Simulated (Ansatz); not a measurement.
# ClF4HW: molecular dynamics

Purpose: to follow the molecule's vibrations and see whether its bonds hold. The start is relaxed first. Runs: 300 steps of 0.5 fs under a Langevin thermostat at 200 K.

Program: Ansatz 0.2.0. Level of theory: RKS PBE0/def2-SVP. These are calculated values, not measurements.

### 1 The starting structure

Bond lengths: W1–Cl2 2.390 Å, W1–F3 1.850 Å, W1–H4 1.720 Å, W1–F5 1.850 Å, W1–F6 1.850 Å, W1–F7 1.850 Å. Angles (14 of 15 angles, heavy atoms first): Cl2–W1–F3 90.0°, Cl2–W1–F5 90.0°, Cl2–W1–F6 90.0°, Cl2–W1–F7 180.0°, F3–W1–F5 180.0°, F3–W1–F6 90.0°, F3–W1–F7 90.0°, F5–W1–F6 90.0°, F5–W1–F7 90.0°, F6–W1–F7 90.0°, Cl2–W1–H4 90.0°, F3–W1–H4 90.0°, H4–W1–F5 90.0°, H4–W1–F6 180.0°.

Structure file:

```xyz
7

W     0.0000    0.0000    0.0000
Cl    0.0000    0.0000    2.3900
F     1.8500    0.0000    0.0000
H     0.0000    1.7200    0.0000
F    -1.8500    0.0000    0.0000
F     0.0000   -1.8500    0.0000
F     0.0000    0.0000   -1.8500
```

### 2 Preparing the start

Input file input.yaml:

```yaml
crystal:
  periodic: [false, false, false]
  atoms:
    - { symbol: W, position_ang: [0.0, 0.0, 0.0] }
    - { symbol: Cl, position_ang: [0.0, 0.0, 2.39] }
    - { symbol: F, position_ang: [1.85, 0.0, 0.0] }
    - { symbol: H, position_ang: [0.0, 1.72, 0.0] }
    - { symbol: F, position_ang: [-1.85, 0.0, 0.0] }
    - { symbol: F, position_ang: [0.0, -1.85, 0.0] }
    - { symbol: F, position_ang: [0.0, 0.0, -1.85] }
basis:
  gaussian: { orbitals: def2-SVP }
hamiltonian:
  xc: pbe0
relax:
  f_tol: 0.02
  max_steps: 40
```

Started as:

```sh
$ ansatz run input.yaml --threads 2 --pin off --max-ram 3072MiB --backend cpu --events-out ev --progress --plain --runs-dir out
```

Further steps of the session: The run.

What does the calculation give? Wanted: relaxation of the start; temperature, first and last step; temperature, second half; potential energy, second half; bonds formed or broken.

**Answer**, as computed:

| quantity | value |
| --- | --- |
| relaxation of the start | 11 moves, 0.515 eV lower |
| length | 300 steps of 0.5 fs |
| temperature, first and last step | 171 and 233 K |
| temperature, second half | mean 224 K, from 92 to 400 K |
| potential energy, second half | +7 meV/atom from the start |
| bonds formed or broken | 0 |

**Reading.** Against a set 200 K the second half averages 224 K with a spread of 71 K. The bonding pattern survives the run. Averages from a run of 150 fs with 7 atoms are rough. The nuclei move classically, without zero-point motion, which matters most for hydrogen.
